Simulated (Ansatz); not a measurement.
# C₂H₅F₂In: a ladder of functionals and wavefunction methods

One table from this session's results is given with a row withheld; the runs are named, their logs left out.

Computed with Ansatz 0.2.0, Gaussian basis. Level: functionals in def2-TZVPP, the program's frozen cores in correlated methods.

The runs, in order: LDA (SPW92), PBE-D4, revPBE-D4, BLYP-D4, r2SCAN-D4, B97M-V, PBE0-D4, B3LYP-D4, r2SCANh-D4, r2SCAN0-D4, HSE06-D4, BHLYP-D4, CAM-B3LYP-D4, LC-ωPBE, ωB97X-V, ωB97M-V, B2PLYP, PBE-QIDH; CCSD(T)/def2-SVP; CCSD(T)/def2-TZVPP; MP2/def2-QZVPP; extrapolation to the limit; RPA on PBE.

### Structure used throughout

All runs share one geometry, relaxed beforehand with PBE0-D4 in a triple-zeta def2 set. In takes the def2 core potential; no spin-orbit term is included.

SMILES `C[CH2][In]([F])[F]`, 10 atoms, charge 0, spin multiplicity 1.

Atoms are counted from 1 here; the program's logs count them from 0.

Bond lengths: C1–C2 1.520 Å, C1–H6 1.091 Å, C1–H7 1.094 Å, C1–H8 1.091 Å, C2–In3 2.137 Å, C2–H9 1.092 Å, C2–H10 1.092 Å, In3–F4 1.948 Å, In3–F5 1.945 Å. Angles: C2–C1–H6 112.1°, C2–C1–H7 110.2°, C2–C1–H8 112.1°, H6–C1–H7 107.5°, H6–C1–H8 107.3°, H7–C1–H8 107.4°, C1–C2–In3 114.1°, C1–C2–H9 112.1°, C1–C2–H10 112.1°, In3–C2–H9 105.6°, In3–C2–H10 105.6°, H9–C2–H10 106.8°, C2–In3–F4 125.0°, C2–In3–F5 128.6°, F4–In3–F5 106.4°.

Coordinates:

```
C     0.1242   -1.1881    0.7471
C     0.4700    0.2758    0.5267
In   -0.4580    1.1414   -1.1932
F    -1.6667    0.2056   -2.4010
F    -0.2945    2.9550   -1.8760
H    -0.9471   -1.3407    0.8889
H     0.6306   -1.5648    1.6409
H     0.4324   -1.8143   -0.0920
H     1.5425    0.4290    0.3894
H     0.1666    0.9012    1.3691
```

The first run:

Contents of in.yaml:

```yaml
crystal:
  periodic: [false, false, false]
  atoms:
    - {symbol: C, position_ang: [0.124190, -1.188129, 0.747095]}
    - {symbol: C, position_ang: [0.469965, 0.275775, 0.526664]}
    - {symbol: In, position_ang: [-0.458031, 1.141377, -1.193231]}
    - {symbol: F, position_ang: [-1.666675, 0.205637, -2.400959]}
    - {symbol: F, position_ang: [-0.294485, 2.954955, -1.875975]}
    - {symbol: H, position_ang: [-0.947122, -1.340717, 0.888921]}
    - {symbol: H, position_ang: [0.630578, -1.564797, 1.640945]}
    - {symbol: H, position_ang: [0.432424, -1.814299, -0.091978]}
    - {symbol: H, position_ang: [1.542526, 0.429030, 0.389431]}
    - {symbol: H, position_ang: [0.166621, 0.901159, 1.369087]}
basis:
  gaussian: {orbitals: def2-TZVPP}
hamiltonian: {xc: lda}
output: {orbitals: {seedname: orbitals}}
```

The run is started by

```bash
> ansatz run in.yaml --threads 4 --pin off --events-out ev --progress --plain --max-ram 10444MiB
```

Steps of the session up to this table: LDA; PBE-D4 (GGA); revPBE-D4 (GGA); BLYP-D4 (GGA); r2SCAN-D4 (meta-GGA); B97M-V (meta-GGA); B3LYP-D4 (hybrid); r2SCANh-D4 (hybrid); r2SCAN0-D4 (hybrid); HSE06-D4 (hybrid); BHLYP-D4 (hybrid); CAM-B3LYP-D4 (range-separated); LC-ωPBE (range-separated); ωB97X-V (range-separated); ωB97M-V (range-separated); B2PLYP (double hybrid); PBE-QIDH (double hybrid).

One table of the session follows, with a row left open; its other results are not shown here.

It belongs to the step «Frontier levels by functional». 

```
  functional  HOMO (eV)  LUMO (eV)  gap (eV)
 LDA (SPW92)      -7.55      -2.84      4.71
      PBE-D4      -7.31      -2.53      4.78
   revPBE-D4          ?          ?         ?
     BLYP-D4      -7.22      -2.53      4.69
   r2SCAN-D4      -7.58      -2.27      5.31
      B97M-V      -7.60      -2.46      5.14
     PBE0-D4      -8.62      -1.64      6.98
    B3LYP-D4      -8.44      -1.99      6.44
  r2SCANh-D4      -8.08      -1.95      6.12
  r2SCAN0-D4      -8.80      -1.48      7.32
    HSE06-D4      -8.22      -2.01      6.21
    BHLYP-D4      -9.80      -0.85      8.94
CAM-B3LYP-D4      -9.98      -0.75      9.22
     LC-ωPBE     -11.22       0.60     11.82
     ωB97X-V     -10.89       0.40     11.29
     ωB97M-V     -10.80       0.17     10.97
```

**Question.** Estimate the row for revPBE-D4.

As computed: HOMO (eV): -7.22; LUMO (eV): -2.40; gap (eV): 4.82.
